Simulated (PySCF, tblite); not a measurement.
# AlH9O2S2Si2, a fragment of a glass network (chain of 3): NMR shifts, core binding energies and electronic excitations

Wanted: the NMR shifts, core binding energies and electronic excitations for `[OH][Al-]([OH])([S][SiH3])[SH+][SiH3]`. It is drawn as: Si Al Si, H ends, S bridges.

Programs: tblite 0.8.0 and PySCF 2.14.0. All values are calculated, for the isolated system unless a continuum is named. Atoms count from 0, parts from 1.

## 1. Starting point

16 atoms, charge 0, multiplicity 1; geometry: distance geometry start.

## 2. Geometry optimisation with GFN2-xTB

What the job is given:

```
{"job": {"kind": "relax", "xc": "GFN2-xTB", "basis": "xTB"}, "charge": 0, "multiplicity": 1}
O      2.446742    -1.367105     1.221706
Al     1.104782    -1.140649    -0.043782
O      1.095826    -2.569746    -1.253291
S     -0.906008    -1.015277     0.959776
Si    -2.381291     0.551681     0.636642
S      1.458407     0.785356    -1.218488
Si     1.229327     2.604572    -0.105240
H      3.013111    -0.674791     1.559129
H      1.318007    -2.532538    -2.196627
H     -3.638189    -0.047654     0.346173
H     -2.510171     1.336272     1.790248
H     -1.985057     1.382643    -0.445473
H      1.029759     0.796464    -2.496849
H      0.031686     2.516602     0.685554
H      2.329396     2.832446     0.732015
H      1.092470     3.700663    -1.017146
```

With the program's defaults for keys left out, this is: GFN2-xTB geometry optimisation, gas phase.

Launch:

```sh
OMP_NUM_THREADS=1 python cluster_run.py task.json out
```

One launch serves the whole session: the jobs run in the order shown.

**Question.** The jobs that follow are: PBE0-D3(BJ)/def2-SVP geometry optimisation, gas phase; GIAO PBE0/pcSseg-1 NMR shielding, non-relativistic, gas phase; delta-SCF UKS SCAN, pcX-2 on the ionised atom, pcseg-1 elsewhere, spin-free X2C; TDDFT CAM-B3LYP/def2-SVPD, vertical, gas phase, core orbitals frozen in the response. Predict: point group; rotational constants (main isotopes); ¹H shifts against TMS (PBE0/pcSseg-1); ¹⁷O shifts against H2O (PBE0/pcSseg-1); ²⁷Al shifts against AlH4- (PBE0/pcSseg-1); ³³S shifts against CS2 (PBE0/pcSseg-1); ²⁹Si shifts against TMS (PBE0/pcSseg-1); O1s binding energies, SCAN/pcX-2; Al2p binding energies, SCAN/pcX-2; S2p binding energies, SCAN/pcX-2 (standing for 1 of 2 atoms); Si2p binding energies, SCAN/pcX-2 (standing for 1 of 2 atoms); lowest singlet (CAM-B3LYP/def2-SVPD); lowest triplet; vertical ionisation energy (ΔSCF).

The runs gave:

| quantity | value |
| --- | --- |
| point group | C1 |
| rotational constants (main isotopes) | 1.63, 0.58, 0.55 GHz |
| ¹H shifts against TMS (PBE0/pcSseg-1) | 5.06, 4.81, 4.73, 4.64, 4.55, 4.52, 2.09, 1.47, 1.24 ppm |
| ¹⁷O shifts against H2O (PBE0/pcSseg-1) | 61.5, 45.5 ppm |
| ²⁷Al shifts against AlH4- (PBE0/pcSseg-1) | 24.7 ppm |
| ³³S shifts against CS2 (PBE0/pcSseg-1) | -185, -337 ppm |
| ²⁹Si shifts against TMS (PBE0/pcSseg-1) | -52.1, -53.8 ppm |
| O1s binding energies, SCAN/pcX-2 | O0 537.68, O2 537.46 eV |
| Al2p binding energies, SCAN/pcX-2 | Al1 80.23 eV |
| S2p binding energies, SCAN/pcX-2 (standing for 1 of 2 atoms) | S5 170.86 eV |
| Si2p binding energies, SCAN/pcX-2 (standing for 1 of 2 atoms) | Si6 108.05 eV |
| lowest singlet (CAM-B3LYP/def2-SVPD) | 5.77 eV (215 nm), f = 0.044 |
| lowest triplet | 5.56 eV |
| vertical ionisation energy (ΔSCF) | 8.96 eV |

In words: The start of the PBE0/def2-SVP relaxation was shaken at random by about 0.01 Å, so part of the energy gained, and of the first lengths quoted, undoes that. Relaxing lowered the energy by 0.333 eV in 12 steps; the close pair that moved most is Al1–O2, from 1.649 to 1.707 Å (PBE0/def2-SVP). Hydrogens of an XH3 group are listed apart at this fixed geometry; free rotation makes them one line at their mean. At PBE0/pcSseg-1: Shielding is most anisotropic at S5 (span 248 ppm, paramagnetic term -381 ppm). At SCAN/pcX-2: O0 (oxygen bonded to Al, H) binds its O1s electron 0.22 eV more tightly than O2 (oxygen bonded to Al, H). The first singlet state (HOMO→LUMO 0.78) lies at 5.77 eV and is weak. The lowest triplet lies 0.21 eV below the lowest singlet (triplets in Tamm-Dancoff, singlets in full TDDFT). ΔSCF puts the ionisation energy at 8.96 eV, 0.71 eV above −ε(HOMO). A capped cluster stands for the solid here, so long-range fields and strain are missing, and bands or shifts of the capping hydrogens have no counterpart in it.
